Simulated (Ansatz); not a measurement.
# Ca2GePd3: the cost of one run

Program: Ansatz 0.2.0 through its Python package. Level of theory: DFT PBEsol, plane waves, PAW. These are calculated values, not measurements.

**1. The system**

Symmetry: R-3m, No. 166, trigonal system. The conventional cell has a = 5.611 Å, b = 5.611 Å, c = 12.375 Å, α = 90.00°, β = 90.00°, γ = 120.00°. Around Ca (site symmetry 3m) lie 9 Pd at 3.01 to 3.22 Å and 4 Ca at 3.17 to 3.38 Å and 3 Ge at 3.27 Å. Ge (site symmetry -3m) is surrounded by 6 Pd at 2.62 Å. Pd (site symmetry 2/m) is surrounded by 2 Ge at 2.62 Å and 4 Pd at 2.81 Å and 2 Ca at 3.01 Å.

The script holds or builds the structure itself.

**2. The code**

File kconv.py:

```python
"""k-point test for Ca2GePd3."""

import warnings

import ansatz as az
import pandas as pd


def main() -> None:
    warnings.simplefilter("ignore", az.DeckWarning)

    cell = (
        az.Lattice.from_parameters(5.245125, 5.245125, 5.245125, alpha=64.67615, beta=64.67615, gamma=64.67615)
        .atom("Ca", [0.87205, 0.87205, 0.87205])
        .atom("Ca", [0.12795, 0.12795, 0.12795])
        .atom("Ge", [0.5, 0.5, 0.5])
        .atom("Pd", [0.5, 0.5, 0.0])
        .atom("Pd", [0.0, 0.5, 0.5])
        .atom("Pd", [0.5, 0.0, 0.5])
    )

    base = (
        cell.calculation()
        .functional(az.Functional.PBESOL)
        .basis(12 * az.Ha)
        .occupations("gaussian")
        .scf(tolerance=1e-06, extra_bands=2, self_checks="low")
        .stress()
    )

    rows = []
    for value in [(2, 2, 2), (3, 3, 3), (4, 4, 4), (5, 5, 5), (6, 6, 6)]:
        report = base.kpoints(mesh=value).run(threads=1).report
        rows.append((value, report["free_energy_ev"] / len(report["lattice"]["sites"]), report["n_iterations"], sum(report["stress_gpa"][i][i] for i in range(3)) / 3, report["n_kpoints"]))

    table = pd.DataFrame(rows, columns=["mesh", "F/atom (eV)", "iterations", "P (GPa)", "k-points"])
    print(table.round(5).to_string(index=False))

    # the last row is the reference
    for row in rows[:-1]:
        shift = 1000 * (row[1] - rows[-1][1])
        print(f"{row[0]}: {shift:+.2f} meV/atom" + ("  (within 5 meV)" if abs(shift) < 5 else ""))


if __name__ == "__main__":
    main()
```

**3. What the engine is handed**

The package turns the script's settings into the engine's input (first run):

```yaml
crystal:
  lattice:
    a: 5.245125
    b: 5.245125
    c: 5.245125
    alpha: 64.67615
    beta: 64.67615
    gamma: 64.67615
  atoms:
    - { symbol: Ca, position: [0.87205, 0.87205, 0.87205] }
    - { symbol: Ca, position: [0.12795, 0.12795, 0.12795] }
    - { symbol: Ge, position: [0.5, 0.5, 0.5] }
    - { symbol: Pd, position: [0.5, 0.5, 0.0] }
    - { symbol: Pd, position: [0.0, 0.5, 0.5] }
    - { symbol: Pd, position: [0.5, 0.0, 0.5] }
basis:
  ecutwfc: 326.536634951856
kpoints:
  mp_grid:
    grid: [2, 2, 2]
hamiltonian:
  xc: pbesol
scf:
  n_extra_bands: 2
  self_checks: low
  convergence:
    dr2_threshold: 1.0e-06
  occupations:
    method: gaussian
output:
  stress: true
```

**4. Launch**

Run with:

```console
python kconv.py
```

**Question.** How long does this script take on 1 thread of Arm Neoverse V2, shared host, and how much memory does it need?

About 15 s, with a peak of 0.51 GiB.
